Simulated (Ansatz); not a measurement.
**CH4BNO: small, medium and large basis sets**

An exercise on one series of results from a longer session: the logs are not shown, and one member is left open.

Method: one geometry, several basis sets; program: Ansatz 0.2.0, Gaussian basis.

Levels to be run: PBE0-D4/def2-SVP; ωB97M-V/def2-SVP; PBE0-D4/def2-QZVPP; ωB97M-V/def2-QZVPP; the functionals' def2-TZVPP values are taken from earlier runs.

## Structure used throughout

The geometry comes from an earlier relaxation with PBE0-D4 in a triple-zeta def2 set; it is a stationary point, not always the lowest conformer.

SMILES `BC(N)=O`, 8 atoms, charge 0, spin multiplicity 1.

Atoms are counted from 1 here; the program's logs count them from 0.

Bond lengths: B1–C2 1.522 Å, B1–H5 1.195 Å, B1–H6 1.195 Å, C2–N3 1.312 Å, C2–O4 1.260 Å, N3–H7 1.004 Å, N3–H8 1.010 Å. Angles: C2–B1–H5 118.4°, C2–B1–H6 118.4°, H5–B1–H6 122.2°, B1–C2–N3 160.2°, B1–C2–O4 73.7°, N3–C2–O4 126.1°, C2–N3–H7 120.2°, C2–N3–H8 120.5°, H7–N3–H8 119.2°.

The first run:

The input, in.yaml:

```yaml
crystal:
  periodic: [false, false, false]
  atoms:
    - {symbol: B, position_ang: [-0.967607, 0.880912, -0.281339]}
    - {symbol: C, position_ang: [0.184905, -0.084554, -0.044169]}
    - {symbol: N, position_ang: [0.899960, -1.045262, 0.491366]}
    - {symbol: O, position_ang: [0.513742, 0.623735, -1.032453]}
    - {symbol: H, position_ang: [-1.895137, 0.509556, -0.937659]}
    - {symbol: H, position_ang: [-1.000717, 1.894425, 0.351652]}
    - {symbol: H, position_ang: [0.550114, -1.555455, 1.281671]}
    - {symbol: H, position_ang: [1.806742, -1.280455, 0.115031]}
basis:
  gaussian: {orbitals: def2-SVP}
hamiltonian: {xc: pbe0, dispersion: d4}
output: {orbitals: {seedname: orbitals}}
```

The run is started by

```
ansatz run in.yaml --threads 2 --pin off --events-out ev --progress --plain --max-ram 4352MiB
```

Steps of the session up to this table: PBE0-D4 in def2-SVP; ωB97M-V in def2-SVP; PBE0-D4 in def2-QZVPP; ωB97M-V in def2-QZVPP.

One of the session's tables, all rows but one given; the rest of the session is left out.

It belongs to the step «Functionals by basis». 

```
functional       basis  HOMO (eV)  LUMO (eV)
   PBE0-D4    def2-SVP      -8.07       0.24
   PBE0-D4  def2-TZVPP      -8.18       0.01
   PBE0-D4  def2-QZVPP      -8.20      -0.08
   ωB97M-V    def2-SVP     -10.39       2.64
   ωB97M-V  def2-TZVPP          ?          ?
   ωB97M-V  def2-QZVPP     -10.58       1.21
```

**Question.** Estimate the row for ωB97M-V, def2-TZVPP.

The run gave: HOMO (eV): -10.55; LUMO (eV): 1.84. In the column «HOMO (eV)» it lies between ωB97M-V, def2-QZVPP (-10.58) and ωB97M-V, def2-SVP (-10.39).
